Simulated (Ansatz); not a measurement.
This geometry of a periodic cell of 63 atoms, C (host C, host structure diamond, one C atom removed), cell charge -2 is a first-order saddle point.

Level of theory: DFT PBE, scalar-relativistic, plane waves, PAW (Ansatz). Settings: PAW set soft_1, cutoff 420 eV, k mesh 2x2x2, gaussian smearing 0.05 eV, no spin polarisation.

```xyz
63
Lattice="7.1400 0.0000 0.0000 0.0000 7.1400 0.0000 0.0000 0.0000 7.1400" Properties=species:S:1:pos:R:3
C 3.577 0.012 0.022
C 4.480 0.918 0.921
C 5.361 1.796 -0.006
C 6.247 2.681 0.882
C 5.371 0.068 1.851
C 6.349 0.985 2.755
C -0.004 -0.007 0.003
C 0.903 0.889 0.881
C 1.778 1.780 -0.007
C 2.682 2.686 0.898
C 3.553 3.570 0.003
C 4.455 4.482 0.885
C 5.344 5.372 0.017
C 6.249 6.275 0.919
C 1.799 0.005 1.792
C 2.704 0.904 2.695
C 3.614 1.811 1.827
C 4.508 2.768 2.697
C 5.341 3.602 1.764
C 6.244 4.467 2.648
C 3.591 0.021 3.603
C 4.451 0.869 4.547
C 5.943 2.221 3.873
C 5.333 -0.010 5.373
C 6.248 0.877 6.239
C -0.018 3.562 -0.026
C 0.886 4.460 0.879
C 1.778 5.351 -0.003
C 2.681 6.254 0.900
C 0.040 1.784 1.764
C 0.914 2.682 2.638
C 1.796 3.576 1.774
C 2.675 4.472 2.682
C 3.574 5.374 1.796
C 4.474 6.276 2.702
C 0.031 -0.004 3.574
C 0.914 0.862 4.476
C 1.795 1.785 3.570
C 2.684 2.670 4.456
C 3.579 3.587 3.569
C 4.446 4.474 4.485
C 5.356 5.358 3.577
C 6.242 6.246 4.462
C 1.793 -0.016 5.363
C 2.675 0.896 6.263
C 3.574 1.772 5.366
C 4.452 2.695 6.245
C 5.270 3.601 5.374
C 6.214 4.446 6.229
C -0.002 5.364 1.779
C 0.899 6.240 2.679
C -0.076 3.480 3.468
C 0.827 4.397 4.446
C 1.760 5.331 3.568
C 2.663 6.235 4.474
C -0.025 1.695 5.305
C 0.847 2.655 6.201
C 1.756 3.547 5.336
C 2.656 4.454 6.240
C 3.549 5.361 5.359
C 4.458 6.244 6.269
C -0.024 5.329 5.345
C 0.882 6.232 6.243
```

Task: Which two structures does it join? (They come from a converged band through this point; their orientation in space is the band's.)

Result: The atom that moves furthest is C23, by 1.75 Å; four of its nearest neighbours are C52 1.47, C48 1.50, C56 1.50, C53 2.44 Å at the first end and C6 1.49, C18 1.49, C22 1.49, C17 2.45 Å at the last.

Initial state:

```xyz
63
Lattice="7.1400 0.0000 0.0000 0.0000 7.1400 0.0000 0.0000 0.0000 7.1400" Properties=species:S:1:pos:R:3
C 3.576 0.008 0.006
C 4.471 0.904 0.910
C 5.355 1.787 0.000
C 6.239 2.671 0.910
C 5.371 0.017 1.810
C 6.318 0.824 2.650
C -0.006 0.008 -0.006
C 0.896 0.900 0.889
C 1.785 1.787 0.000
C 2.675 2.675 0.889
C 3.576 3.566 -0.006
C 4.467 4.468 0.889
C 5.355 5.357 0.000
C 6.243 6.247 0.889
C 1.787 0.005 1.788
C 2.682 0.897 2.682
C 3.584 1.803 1.810
C 4.392 2.751 2.650
C 5.339 3.558 1.811
C 6.245 4.460 2.682
C 3.571 0.003 3.582
C 4.392 0.824 4.491
C 6.318 2.751 4.491
C 5.339 0.017 5.330
C 6.239 0.904 6.230
C -0.006 3.566 0.006
C 0.889 4.462 0.895
C 1.785 5.357 0.000
C 2.681 6.253 0.895
C -0.014 1.772 1.810
C 0.888 2.678 2.682
C 1.783 3.570 1.788
C 2.667 4.475 2.684
C 3.573 5.359 1.788
C 4.465 6.254 2.682
C -0.001 0.003 3.559
C 0.888 0.897 4.459
C 1.785 1.787 3.570
C 2.682 2.678 4.459
C 3.571 3.571 3.559
C 4.465 4.460 4.459
C 5.355 5.357 3.570
C 6.245 6.254 4.459
C 1.783 0.005 5.353
C 2.675 0.900 6.252
C 3.584 1.772 5.330
C 4.471 2.671 6.230
C 5.371 3.558 5.330
C 6.243 4.468 6.252
C -0.003 5.355 1.788
C 0.903 6.240 2.684
C -0.001 3.571 3.582
C 0.903 4.475 4.457
C 1.785 5.357 3.570
C 2.667 6.240 4.457
C -0.014 1.803 5.330
C 0.896 2.675 6.252
C 1.787 3.570 5.353
C 2.681 4.462 6.246
C 3.573 5.355 5.353
C 4.467 6.247 6.252
C -0.003 5.359 5.353
C 0.889 6.253 6.246
```

Final state:

Only the atoms that move by more than 0.05 Å are listed.
```
C6 6.233 0.906 2.691
C18 4.476 2.663 2.691
C22 4.476 0.906 4.448
C23 5.296 1.726 3.511
C48 5.296 3.629 5.414
C52 0.059 3.629 3.511
C56 0.059 1.726 5.414
```

Task: How far does it lie above each of them?

Result: 1.93 eV above the first and 1.91 eV above the second. This is the barrier of this one path; another mechanism may lie lower. Limits of this set-up: coarse k mesh, no spin, though dangling bonds at a vacancy may carry it, a typed lattice constant that wasn't relaxed here, charged cell in a uniform background, uncorrected.

The run took 49 min on 4 threads of Arm Neoverse V1 (shared host), peak memory 3.9 GiB.
